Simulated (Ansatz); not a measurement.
# ClFGeH₂N radical: up Jacob's ladder to CCSD(T), part 2 of 2

Ansatz 0.2.0, Gaussian basis; functionals in def2-TZVPP, the program's frozen cores in correlated methods. Earlier steps stand in the parts before.

## (15) LC-ωPBE (range-separated)

in.yaml

```yaml
crystal:
  periodic: [false, false, false]
  atoms:
    - {symbol: N, position_ang: [0.006099, 0.949491, -0.165969]}
    - {symbol: Ge, position_ang: [-0.245387, -0.765987, 0.428783]}
    - {symbol: F, position_ang: [1.318166, -1.196693, 1.060813]}
    - {symbol: Cl, position_ang: [-0.623940, -2.000026, -1.304409]}
    - {symbol: H, position_ang: [0.392412, 1.574504, 0.531441]}
    - {symbol: H, position_ang: [-0.805251, 1.374809, -0.596760]}
basis:
  gaussian: {orbitals: def2-TZVPP}
magnetization: {spin_polarized: true, initial_magnetization: 1}
hamiltonian: {xc: {name: LC-wPBE}}
output: {orbitals: {seedname: orbitals}}
```

Run with:

```sh
$ ansatz run in.yaml --threads 2 --pin off --events-out ev --progress --plain --max-ram 22528MiB --backend cpu
```

What it wrote, shortened:

```text
Functional definition: LC-wPBE
  name "LC-wPBE"
  cite "Vydrov & Scuseria, J. Chem. Phys. 125, 234109 (2006) doi:10.1063/1.2409292"
  cite "Heyd & Scuseria, J. Chem. Phys. 120, 7274 (2004) doi:10.1063/1.1668634"
  cite "Ernzerhof & Perdew, J. Chem. Phys. 109, 3313 (1998) doi:10.1063/1.476928"
  cite "Perdew, Burke & Ernzerhof, Phys. Rev. Lett. 77, 3865 (1996) doi:10.1103/PhysRevLett.77.3865"
  parent pbe
[...]
1081 factors; their error is unknown
267 factors; integrals over basis functions are off by at most 4.4e-5 eV
[...]
mean field -73271.19775865 eV, -2692.6668526288 hartree, gradient 2.9e-5 eV, S^2 0.756877; 0 other end points of the search recorded, 0 dependent functions left out
reference -73271.19775866 eV, -2692.6668526291 hartree; 34, 33 occupied and 146, 147 virtual orbitals, 1081 factors
Total energy: -73271.19775866 eV, -2692.6668526291 hartree
```

It took 7 s on 2 threads of AMD EPYC 7R13, shared host.

Atomisation energy: 1871.2 kJ/mol (free atoms -73251.804 eV, run apart). HOMO -9.57 eV, LUMO -1.40 eV.

## (16) ωB97X-V (range-separated)

in.yaml, as its differences from that of step 15:

```diff
@@ -12,3 +12,3 @@
 magnetization: {spin_polarized: true, initial_magnetization: 1}
-hamiltonian: {xc: {name: LC-wPBE}}
+hamiltonian: {xc: {name: wB97X-V}}
 output: {orbitals: {seedname: orbitals}}
```

Launched as before.

What it wrote, shortened:

```text
Functional definition: wB97X-V
  name "wB97X-V"
  cite "Mardirossian & Head-Gordon, Phys. Chem. Chem. Phys. 16, 9904 (2014) doi:10.1039/C3CP54374A"
  cite "Becke, J. Chem. Phys. 107, 8554 (1997) doi:10.1063/1.475007"
  cite "Vydrov & Van Voorhis, J. Chem. Phys. 133, 244103 (2010) doi:10.1063/1.3521275"
[...]
      + integral(e_c_pw_opposite_spin*poly(b97_u_opposite, cos0, cos1)) + vv10(b, c)
1128 factors; their error is unknown
200 factors; integrals over basis functions are off by at most 4.4e-5 eV
[...]
mean field -73275.98450463 eV, -2692.8427622990 hartree, gradient 5.1e-5 eV, S^2 0.756053; 0 other end points of the search recorded, 0 dependent functions left out
reference -73275.98450347 eV, -2692.8427622562 hartree; 34, 33 occupied and 146, 147 virtual orbitals, 1128 factors
Total energy: -73275.98450347 eV, -2692.8427622562 hartree
```

It took 15 s on 2 threads of AMD EPYC 7R13, shared host; peak memory 0.81 GiB.

Atomisation energy: 1899.3 kJ/mol (free atoms -73256.299 eV, run apart). HOMO -9.09 eV, LUMO -1.77 eV.

## (17) ωB97M-V (range-separated)

in.yaml, as its differences from that of step 16:

```diff
@@ -12,3 +12,3 @@
 magnetization: {spin_polarized: true, initial_magnetization: 1}
-hamiltonian: {xc: {name: wB97X-V}}
-output: {orbitals: {seedname: orbitals}}
+hamiltonian: {xc: {name: wB97M-V}}
+output: {forces: true, orbitals: {seedname: orbitals}}
```

Same command.

What it wrote, shortened:

```text
Functional definition: wB97M-V
  name "wB97M-V"
  cite "Mardirossian & Head-Gordon, J. Chem. Phys. 144, 214110 (2016) doi:10.1063/1.4952647"
  cite "Becke, J. Chem. Phys. 107, 8554 (1997) doi:10.1063/1.475007"
  cite "Vydrov & Van Voorhis, J. Chem. Phys. 133, 244103 (2010) doi:10.1063/1.3521275"
  # Of w^i u^j: cxij and so on, Table III.
[...]
  gx(w, u) = 1 - cx + cx01*u + cx10*w
  gss(w, u) = css00 + css04*u^4 + css10*w + css20*w^2 + css43*w^4*u^3
  gos(w, u) = cos00 + cos10*w + (cos20 + cos21*u)*w^2 + (cos60 + cos61*u)*w^6
[...]
      + integral(e_c_pw_mod_opposite_spin*gos(b97_w_opposite, b97_u_opposite)) + vv10(b, c)
1125 factors; their error is unknown
200 factors; integrals over basis functions are off by at most 4.4e-5 eV
[...]
mean field -73279.61167624 eV, -2692.9760583970 hartree, gradient 8.7e-5 eV, S^2 0.754681; 0 other end points of the search recorded, 0 dependent functions left out
[...]
reference -73279.61171196 eV, -2692.9760597096 hartree; 34, 33 occupied and 146, 147 virtual orbitals, 1125 factors
Total energy: -73279.61171196 eV, -2692.9760597096 hartree
Atom 0 at     0.006099     0.949491    -0.165969 Å, force    -0.030607    -0.006516     0.035484 eV/Å
Atom 1 at    -0.245387    -0.765987     0.428783 Å, force    -0.073697     0.050779    -0.023709 eV/Å
Atom 2 at     1.318166    -1.196693     1.060813 Å, force     0.072863    -0.023152     0.020424 eV/Å
Atom 3 at    -0.623940    -2.000026    -1.304409 Å, force     0.007656     0.001015    -0.004931 eV/Å
Atom 4 at     0.392412     1.574504     0.531441 Å, force    -0.019419    -0.017086    -0.044509 eV/Å
Atom 5 at    -0.805251     1.374809    -0.596760 Å, force     0.043203    -0.005041     0.017241 eV/Å
Dipole moment:    -0.410972     0.564054     0.202154 e Å
```

Wall time 20 s (2 threads of AMD EPYC 7R13, shared host); peak memory 0.85 GiB.

With the free atoms at this level, -73260.050 eV in sum, the atomisation energy is 1887.4 kJ/mol. HOMO -8.92 eV, LUMO -1.83 eV.

## (18) B2PLYP (double hybrid)

in.yaml, as its differences from that of step 17:

```diff
@@ -12,3 +12,2 @@
 magnetization: {spin_polarized: true, initial_magnetization: 1}
-hamiltonian: {xc: {name: wB97M-V}}
-output: {forces: true, orbitals: {seedname: orbitals}}
+hamiltonian: {xc: {name: B2PLYP}}
```

Same command.

What it wrote, shortened:

```text
Functional definition: B2PLYP
  name "B2PLYP"
  cite "Grimme, J. Chem. Phys. 124, 034108 (2006) doi:10.1063/1.2148954"
  cite "Becke, Phys. Rev. A 38, 3098 (1988) doi:10.1103/PhysRevA.38.3098"
  cite "Lee, Yang & Parr, Phys. Rev. B 37, 785 (1988) doi:10.1103/PhysRevB.37.785"
[...]
1129 factors; integrals over basis functions are off by at most 7.4e-4 eV
[...]
mean field -73260.63329790 eV, -2692.2786158571 hartree, gradient 4.3e-6 eV, S^2 0.759019; 0 other end points of the search recorded, 0 dependent functions left out
16 core orbitals not correlated: weight in the atoms' cores, before any rotation towards them, 1.000 or more for the frozen orbitals, at most 0.000 for the correlated occupied ones
reference -73260.63343899 eV, -2692.2786210420 hartree; 18, 17 occupied and 146, 147 virtual orbitals, 1129 factors
second order -29.03942660 eV of doubles, -0.00000000 eV of singles
Total energy: -73268.47408417 eV, -2692.5667594378 hartree
```

Run time: 11 s. Hardware: 2 threads of AMD EPYC 7R13, shared host; peak memory 0.6 GiB.

Atomisation energy: 1862.2 kJ/mol (free atoms -73249.174 eV, run apart).

## (19) PBE-QIDH (double hybrid)

in.yaml, as its differences from that of step 18:

```diff
@@ -12,2 +12,2 @@
 magnetization: {spin_polarized: true, initial_magnetization: 1}
-hamiltonian: {xc: {name: B2PLYP}}
+hamiltonian: {xc: {name: PBE-QIDH}}
```

The command is unchanged.

What it wrote, shortened:

```text
Functional definition: PBE-QIDH
  name "PBE-QIDH"
  cite "Brémond, Sancho-García, Pérez-Jiménez & Adamo, J. Chem. Phys. 141, 031101 (2014) doi:10.1063/1.4890314"
  cite "Perdew, Burke & Ernzerhof, Phys. Rev. Lett. 77, 3865 (1996) doi:10.1103/PhysRevLett.77.3865"
[...]
1129 factors; integrals over basis functions are off by at most 7.4e-4 eV
[...]
mean field -73248.30251790 eV, -2691.8254680502 hartree, gradient 9.6e-6 eV, S^2 0.760294; 0 other end points of the search recorded, 0 dependent functions left out
16 core orbitals not correlated: weight in the atoms' cores, before any rotation towards them, 1.000 or more for the frozen orbitals, at most 0.000 for the correlated occupied ones
reference -73248.30252773 eV, -2691.8254684116 hartree; 18, 17 occupied and 146, 147 virtual orbitals, 1129 factors
second order -26.90107474 eV of doubles, -0.00000000 eV of singles
Total energy: -73257.26955265 eV, -2692.1550004991 hartree
```

Wall time 7.5 s (2 threads of AMD EPYC 7R13, shared host); peak memory 0.56 GiB.

Atomisation energy: 1859.2 kJ/mol (free atoms -73238.000 eV, run apart).

## (20) Frontier levels by functional

Dipoles come from the runs that computed forces. Levels, from each run's orbital file (highest filled and lowest empty over both spins):

| functional | HOMO (eV) | LUMO (eV) | gap (eV) | dipole (D) |
| --- | --- | --- | --- | --- |
| LDA (SPW92) | -5.71 | -4.91 | 0.80 |  |
| PBE-D4 | -5.61 | -4.53 | 1.08 | 3.38 |
| revPBE-D4 | -5.56 | -4.39 | 1.18 |  |
| BLYP-D4 | -5.45 | -4.54 | 0.92 |  |
| r2SCAN-D4 | -6.03 | -4.23 | 1.80 | 3.47 |
| B97M-V | -5.89 | -4.51 | 1.38 |  |
| PBE0-D4 | -6.90 | -3.65 | 3.24 |  |
| B3LYP-D4 | -6.64 | -4.05 | 2.59 | 3.51 |
| r2SCANh-D4 | -6.50 | -3.91 | 2.60 |  |
| r2SCAN0-D4 | -7.21 | -3.42 | 3.80 |  |
| HSE06-D4 | -6.50 | -4.02 | 2.48 |  |
| BHLYP-D4 | -8.03 | -2.85 | 5.19 |  |
| CAM-B3LYP-D4 | -8.19 | -2.78 | 5.41 |  |
| LC-ωPBE | -9.57 | -1.40 | 8.17 |  |
| ωB97X-V | -9.09 | -1.77 | 7.32 |  |
| ωB97M-V | -8.92 | -1.83 | 7.09 | 3.49 |

## (21) CCSD(T) in def2-SVP

in.yaml, as its differences from that of step 19:

```diff
@@ -10,4 +10,5 @@
 basis:
-  gaussian: {orbitals: def2-TZVPP}
+  gaussian: {orbitals: def2-SVP}
 magnetization: {spin_polarized: true, initial_magnetization: 1}
-hamiltonian: {xc: {name: PBE-QIDH}}
+correlation: {method: ccsd_t}
+scf: {omitted_lower_state_checks: [cluster_reference]}
```

Same command.

What it wrote, shortened:

```text
Functional definition: HF
  name "HF"
  cite "Fock, Z. Phys. 61, 126 (1930) doi:10.1007/BF01340294"
  parent pbe
[...]
845 factors; integrals over basis functions are off by at most 7.8e-4 eV
[...]
mean field -73183.80450630 eV, -2689.4552098421 hartree, gradient 3.2e-6 eV, S^2 0.762876; 0 other end points of the search recorded, 0 dependent functions left out
16 core orbitals not correlated: weight in the atoms' cores, before any rotation towards them, 1.000 or more for the frozen orbitals, at most 0.000 for the correlated occupied ones
reference -73183.80450630 eV, -2689.4552098421 hartree; 18, 17 occupied and 54, 55 virtual orbitals, 845 factors
second order -18.93499795 eV of doubles, -0.00000000 eV of singles
cycle   1  -18.84611470 eV  change    8.9e-2 eV  update   1.0e-1
[...]
cycle  12  -19.40882363 eV  change   -2.3e-6 eV  update   1.3e-5
perturbative correction -0.47167591 eV, -0.0173337701 hartree
Total energy: -73203.68500584 eV, -2690.1858047250 hartree
Checks for a lower state left out: cluster_reference
```

Run time: 15 s. Hardware: 2 threads of AMD EPYC 7R13, shared host; peak memory 0.63 GiB.

## (22) CCSD(T) in def2-TZVPP

in.yaml, as its differences from that of step 21:

```diff
@@ -10,3 +10,3 @@
 basis:
-  gaussian: {orbitals: def2-SVP}
+  gaussian: {orbitals: def2-TZVPP}
 magnetization: {spin_polarized: true, initial_magnetization: 1}
@@ -14 +14,2 @@
 scf: {omitted_lower_state_checks: [cluster_reference]}
+output: {orbitals: {seedname: orbitals}}
```

Run with:

```sh
$ ansatz run in.yaml --threads 2 --pin off --events-out ev --progress --plain --max-ram 22528MiB --backend cuda --devices 0, --max-vram 18GiB
```

What it wrote, shortened:

```text
Functional definition: HF
  name "HF"
  cite "Fock, Z. Phys. 61, 126 (1930) doi:10.1007/BF01340294"
  parent pbe
[...]
1129 factors; integrals over basis functions are off by at most 7.4e-4 eV
[...]
mean field -73200.88269215 eV, -2690.0828215962 hartree, gradient 3.5e-6 eV, S^2 0.764055; 0 other end points of the search recorded, 0 dependent functions left out
16 core orbitals not correlated: weight in the atoms' cores, before any rotation towards them, 1.000 or more for the frozen orbitals, at most 0.000 for the correlated occupied ones
reference -73200.88269215 eV, -2690.0828215962 hartree; 18, 17 occupied and 146, 147 virtual orbitals, 1129 factors
second order -23.93263588 eV of doubles, -0.00000000 eV of singles
cycle   1  -23.75710496 eV  change    1.8e-1 eV  update   1.1e-1
[...]
cycle  12  -24.44546178 eV  change   -2.9e-5 eV  update   1.7e-5
perturbative correction -0.93177699 eV, -0.0342421728 hartree
Total energy: -73226.25993092 eV, -2691.0154179197 hartree
Checks for a lower state left out: cluster_reference
```

It took 3.6 s on 1 × H100 (card shared with other runs) with 2 threads of AMD EPYC 7R13, shared host; peak host memory 0.85 GiB.

## (23) MP2 in def2-QZVPP

in.yaml, as its differences from that of step 22:

```diff
@@ -10,6 +10,5 @@
 basis:
-  gaussian: {orbitals: def2-TZVPP}
+  gaussian: {orbitals: "def2-QZVPP.json"}
 magnetization: {spin_polarized: true, initial_magnetization: 1}
-correlation: {method: ccsd_t}
+correlation: {method: mp2}
 scf: {omitted_lower_state_checks: [cluster_reference]}
-output: {orbitals: {seedname: orbitals}}
```

Same command.

What it wrote, shortened:

```text
Functional definition: HF
  name "HF"
  cite "Fock, Z. Phys. 61, 126 (1930) doi:10.1007/BF01340294"
  parent pbe
[...]
2093 factors; integrals over basis functions are off by at most 7.4e-4 eV
[...]
mean field -73202.58654191 eV, -2690.1454369200 hartree, gradient 2.9e-6 eV, S^2 0.764375; 0 other end points of the search recorded, 0 dependent functions left out
16 core orbitals not correlated: weight in the atoms' cores, before any rotation towards them, 1.000 or more for the frozen orbitals, at most 0.000 for the correlated occupied ones
reference -73202.58654191 eV, -2690.1454369200 hartree; 18, 17 occupied and 299, 300 virtual orbitals, 2093 factors
second order -32.67979033 eV of doubles, -0.00000000 eV of singles
Total energy: -73235.26633224 eV, -2691.3463970634 hartree
Checks for a lower state left out: cluster_reference
```

Run time: 2.8 s. Hardware: 1 × H100 (card shared with other runs) with 2 threads of AMD EPYC 7R13, shared host; peak host memory 0.93 GiB.

Energy pieces by basis (eV):

| basis | HF | MP2 correlation | CCSD correlation | (T) | total |
| --- | --- | --- | --- | --- | --- |
| def2-SVP | -73183.8045 | -18.9350 | -19.4088 | -0.4717 | -73203.6850 |
| def2-TZVPP | -73200.8827 | -23.9326 | -24.4455 | -0.9318 | -73226.2599 |
| def2-QZVPP | -73202.5865 | -32.6798 |  |  | -73235.2663 (MP2) |

The report of the def2-TZVPP run gives T1 = 0.0143.

## (24) The basis-set limit

No new run: Hartree-Fock is extrapolated as exp(−7.88√X) and correlation as X^−2.97, with X = 3 and 4; only MP2 was run in the larger set, so CCSD(T) minus MP2 is added from the smaller one.

| level | energy at the limit (eV) |
| --- | --- |
| HF | -73202.8212 |
| MP2 | -73241.9804 |
| CCSD | -73242.4932 |
| CCSD(T) | -73243.4250 |

This is no true limit for total energies: MP2 correlation changes by a factor of 1.37 from triple to quadruple zeta (about 1.07 in light molecules), because outer-core shells are correlated in sets not made for them. Much of that cancels between molecule and atoms or ions.

## (25) RPA on PBE orbitals

in.yaml, as its differences from that of step 23:

```diff
@@ -10,5 +10,5 @@
 basis:
-  gaussian: {orbitals: "def2-QZVPP.json"}
+  gaussian: {orbitals: def2-TZVPP}
 magnetization: {spin_polarized: true, initial_magnetization: 1}
-correlation: {method: mp2}
-scf: {omitted_lower_state_checks: [cluster_reference]}
+hamiltonian: {xc: pbe}
+correlation: {method: rpa}
```

Run with:

```sh
$ ansatz run in.yaml --threads 2 --pin off --events-out ev --progress --plain --max-ram 22528MiB --backend cpu
```

What it wrote, shortened:

```text
Functional definition: PBE
  name "PBE"
  cite "Perdew, Burke & Ernzerhof, Phys. Rev. Lett. 77, 3865 (1996) doi:10.1103/PhysRevLett.77.3865"
  parent pbe
[...]
1129 factors; integrals over basis functions are off by at most 7.4e-4 eV
[...]
mean field -73266.63185276 eV, -2692.4990586823 hartree, gradient 2.2e-6 eV, S^2 0.752107; 2 other end points of the search recorded, 0 dependent functions left out
16 core orbitals not correlated: weight in the atoms' cores, before any rotation towards them, 1.000 or more for the frozen orbitals, at most 0.000 for the correlated occupied ones
reference -73198.91197986 eV, -2690.0103992553 hartree; 18, 17 occupied and 146, 147 virtual orbitals, 1129 factors
Total energy: -73236.17716738 eV, -2691.3798696372 hartree
```

Run time: 9.1 s. Hardware: 2 threads of AMD EPYC 7R13, shared host; peak memory 0.54 GiB.

RPA correlation: -37.265 eV. No RPA run of the hydrogen atom was made, so RPA has no atomisation energy below.

## (26) All levels against the reference

Free atoms (1 N, 1 Ge, 1 F, 1 Cl, 2 H) were run apart at each level; the atomisation energy is their sum less the molecule, without zero-point or spin-orbit terms.

Differences are taken before rounding.

| method | rung | atoms, summed (eV) | atomisation energy (kJ/mol) | from CCSD(T)/CBS (kJ/mol) | time |
| --- | --- | --- | --- | --- | --- |
| LDA (SPW92) | LDA | -73105.546 | 2232.2 | +349.8 | 1.8 s |
| PBE-D4 | GGA | -73246.540 | 1951.4 | +69.0 | 3.4 s |
| revPBE-D4 | GGA | -73257.357 | 1886.0 | +3.6 | 4.1 s |
| BLYP-D4 | GGA | -73266.043 | 1905.9 | +23.5 | 4.7 s |
| r2SCAN-D4 | meta-GGA | -73261.998 | 1902.2 | +19.7 | 9.1 s |
| B97M-V | meta-GGA | -73249.699 | 1907.8 | +25.3 | 12 s |
| PBE0-D4 | hybrid | -73249.641 | 1880.0 | -2.5 | 7 s |
| B3LYP-D4 | hybrid | -73266.945 | 1880.8 | -1.6 | 8 s |
| r2SCANh-D4 | hybrid | -73261.740 | 1876.7 | -5.8 | 11 s |
| r2SCAN0-D4 | hybrid | -73261.374 | 1840.5 | -42.0 | 11 s |
| HSE06-D4 | hybrid | -73249.250 | 1881.9 | -0.5 | 8 s |
| BHLYP-D4 | hybrid | -73263.739 | 1789.8 | -92.7 | 6.5 s |
| CAM-B3LYP-D4 | range-separated | -73267.511 | 1889.2 | +6.8 | 9 s |
| LC-ωPBE | range-separated | -73251.804 | 1871.2 | -11.3 | 7 s |
| ωB97X-V | range-separated | -73256.299 | 1899.3 | +16.9 | 15 s |
| ωB97M-V | range-separated | -73260.050 | 1887.4 | +5.0 | 20 s |
| B2PLYP | double hybrid | -73249.174 | 1862.2 | -20.3 | 11 s |
| PBE-QIDH | double hybrid | -73238.000 | 1859.2 | -23.3 | 7.5 s |
| HF/def2-TZVPP | wavefunction | -73188.072 | 1236.1 | -646.4 |  |
| MP2/def2-TZVPP | wavefunction | -73205.303 | 1882.7 | +0.2 |  |
| CCSD/def2-TZVPP | wavefunction | -73206.891 | 1778.9 | -103.5 |  |
| CCSD(T)/def2-SVP | wavefunction | -73186.113 | 1695.4 | -187.0 | 15 s |
| CCSD(T)/def2-TZVPP | wavefunction | -73207.375 | 1822.1 | -60.4 | 3.6 s (GPU) |
| MP2/CBS | wavefunction | -73221.842 | 1943.0 | +60.6 |  |
| CCSD(T)/CBS | wavefunction | -73223.915 | 1882.4 | 0 | 6.4 s (GPU) |

Some runs used a GPU and others CPU threads alone; cost is compared among the CPU runs only.

Among the levels timed on like hardware, those that no quicker one beats, quickest first: LDA (SPW92) (1.8 s, +349.8 kJ/mol); PBE-D4 (3.4 s, +69.0 kJ/mol); revPBE-D4 (4.1 s, +3.6 kJ/mol); PBE0-D4 (7 s, -2.5 kJ/mol); HSE06-D4 (8 s, -0.5 kJ/mol).

LDA (SPW92), LC-ωPBE, B2PLYP, PBE-QIDH carry no dispersion term (for B3LYP, D4 adds 21.0 kJ/mol).

Times are those of the molecule's run; HF, MP2 and CCSD come out of the CCSD(T) runs, and the limit's time is the sum of the runs that it needs.

## (27) What came out

This closing draws on all 2 parts.

| quantity | value |
| --- | --- |
| atomisation energy, CCSD(T)/CBS | 1882.4 kJ/mol |
| functionals within 18.8 kJ/mol (1.0 %) | revPBE-D4, PBE0-D4, B3LYP-D4, r2SCANh-D4, HSE06-D4, CAM-B3LYP-D4, LC-ωPBE, ωB97X-V, ωB97M-V |
| farthest beyond LDA | BHLYP-D4 (-92.7 kJ/mol) |
| mean size of error, GGA | 32.0 kJ/mol |
| mean size of error, meta-GGA | 22.5 kJ/mol |
| mean size of error, hybrid | 24.2 kJ/mol |
| mean size of error, range-separated | 10.0 kJ/mol |
| mean size of error, double hybrid | 21.8 kJ/mol |
| gap, smallest and largest | 0.80 eV (LDA (SPW92)), 8.17 eV (LC-ωPBE) |
| T1 diagnostic | 0.0143 |
| triples share of the correlation energy | 3.7 % |

**Reading.** LDA overbinds by 349.8 kJ/mol (19 %). PBE-D4 misses by +69.0 kJ/mol. Double hybrids carry the basis error of their MP2 part in triple zeta, and no dispersion term here, so their miss is partly the set-up's. By mean error the best rung here is range-separated (10.0 kJ/mol) and the worst beyond LDA is GGA (32.0 kJ/mol). Misses under about 18.8 kJ/mol are within the doubt on the reference itself, which lacks core-valence correlation, relativity and higher excitations, and its outer-core shells are covered unevenly. Hartree-Fock recovers 66 % of the binding; the rest is correlation. CCSD(T) in def2-SVP is off by -187.0 kJ/mol, which most functionals beat. The gap grows from 0.8 to 8.2 eV across the functionals, mostly with the share of exact exchange. Correlated methods include outer-core shells of Ge, which these sets cover unevenly.

For cost: HSE06-D4 gets within 0.5 kJ/mol in 8 s; the quickest level in the cost chart, LDA (SPW92), takes 1.8 s and misses by 349.8 kJ/mol.
